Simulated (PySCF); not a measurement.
# C3H10B2OS: electronic excitations

Wanted: the electronic excitations of C3H10B2OS (`CCBOBSC`), by calculation.

The runs use PySCF 2.14.0, with density-fitted response routines of our own; the level of theory stands in each step. All values are computed, except where a source is named. Atoms count from 0, in the outputs and in this text.

## (1) Starting geometry

17 atoms, charge 0, multiplicity 1; geometry from: GFN2-xTB.

Bonds of the start (Å): C0–C1 1.53, C1–B2 1.60, B2–O3 1.31, O3–B4 1.30, B4–S5 1.81, S5–C6 1.83, C0–H7 1.09, C0–H8 1.09, C0–H9 1.09, C1–H10 1.09, C1–H11 1.09, B2–H12 1.18, B4–H13 1.17, C6–H14 1.09, C6–H15 1.08, C6–H16 1.09.

## (2) Excited states and response: B3LYP/def2-SVPD

Job settings and geometry (Å):

```
{"job": {"kind": "uv", "xc": "B3LYP", "basis": "def2-SVPD", "nstates": 8, "ntriplets": 3}, "charge": 0, "multiplicity": 1}
C     -2.536507     1.160397     0.032649
C     -1.529487     0.050823    -0.268552
B     -0.452186    -0.216057     0.885806
O      0.464526    -1.134287     0.724895
B      1.422845    -1.971553     0.455106
S      2.937501    -1.408366    -0.361648
C      2.601654     0.374677    -0.581963
H     -3.110702     0.920376     0.924010
H     -2.024333     2.104347     0.203716
H     -3.229744     1.292507    -0.795942
H     -1.014217     0.288853    -1.204385
H     -2.074813    -0.876640    -0.467530
H     -0.462820     0.392722     1.898400
H      1.360764    -3.110477     0.729183
H      1.708064     0.505410    -1.184371
H      3.460934     0.798061    -1.089968
H      2.471524     0.841237     0.389608
```

With the program's defaults for keys left out, this is: TDDFT B3LYP/def2-SVPD, vertical, gas phase, core orbitals frozen in the response.

The run is started by

```console
$ OMP_NUM_THREADS=1 python probes_run.py task.json out
```

This one command runs all jobs of the session in turn.

What will the session give for the following? lowest singlet (B3LYP/def2-SVPD); brightest single state of those computed; lowest triplet; surface potential, 1st and 99th percentile. Wanted: lowest singlet; brightest single state of those computed; lowest triplet; surface potential, 1st and 99th percentile.

**Answer**, as computed:

```
                                quantity                        value
        lowest singlet (B3LYP/def2-SVPD)  5.34 eV (232 nm), f = 0.001
brightest single state of those computed  state 8, 6.94 eV, f = 0.224
                          lowest triplet                      4.93 eV
   surface potential, 1st and 99th percentile           -0.78 V and 1.13 V
```

**Reading.** The first singlet state (HOMO→LUMO 0.95) lies at 5.34 eV and is weak; of the 8 states computed, the strongest absorption comes from state 8 at 6.94 eV (the last computed, so partners may be missing). The lowest triplet lies 0.41 eV below the lowest singlet (triplets in Tamm-Dancoff, singlets in full TDDFT). By nearest atom (B3LYP/def2-SVPD), the HOMO sits on S5 69 %; O3 7 % and the LUMO on B2 43 %; H12 19 %.
